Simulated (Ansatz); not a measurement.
## CuSn3 under changes of volume

One of the cells (24.437 Å³/atom); the others are scaled copies at fixed shape and fractional positions:

```
Sn Cu
1.0
    -2.23990    2.23990    4.87070
     2.23990   -2.23990    4.87070
     2.23990    2.23990   -4.87070
Sn Cu
3 1
Direct
  0.50000 0.50000 0.00000
  0.25000 0.75000 0.50000
  0.75000 0.25000 0.50000
  0.00000 0.00000 0.00000
```

The cell comes from a database or a generator and needn't be the stable form of this composition.

| Property | Result |
| --- | --- |
| Program | Ansatz 0.2.0 |
| Functional | PBEsol |
| Potentials or basis | Ansatz PAW |
| Cutoff | 420 eV (not typed: the program's choice for these potentials) |
| k mesh | 8 × 8 × 8 |
| Occupations | fermi-dirac, width 0.05 eV |
| Spin | no spin polarisation |

```tsv
volume (Å³/atom)	energy over the lowest point (meV/atom)	pressure (GPa)
22.971	0.00	-1.0
23.460	4.68	-2.1
23.948	?	?
24.437	23.78	-4.1
24.926	37.50	-4.9
25.415	53.59	-5.6
25.903	71.76	-6.3
```

Q: What does the run at 23.948 Å³/atom give?

A: Energy over the lowest point 12.73 meV/atom; pressure -3.2 GPa.

Worked out: A Birch-Murnaghan fit of order 3 (a polynomial in V^(-2/3)) to the other rows has its minimum at 22.62 Å³/atom, just outside them, with B0 = V·E''(V) = 63 GPa and B' = 4.5 at fixed shape and positions, which overstates the stiffness. It gives 12.72 meV/atom at 23.948 Å³/atom, against the run's 12.73, and -dE/dV = -3.1 GPa, against -3.2.

Energies are extrapolated to zero smearing.

Caveats: the PAW data sets come from PBE, with cores solved anew for the run's functional, which leaves a small shift of forces and pressure.
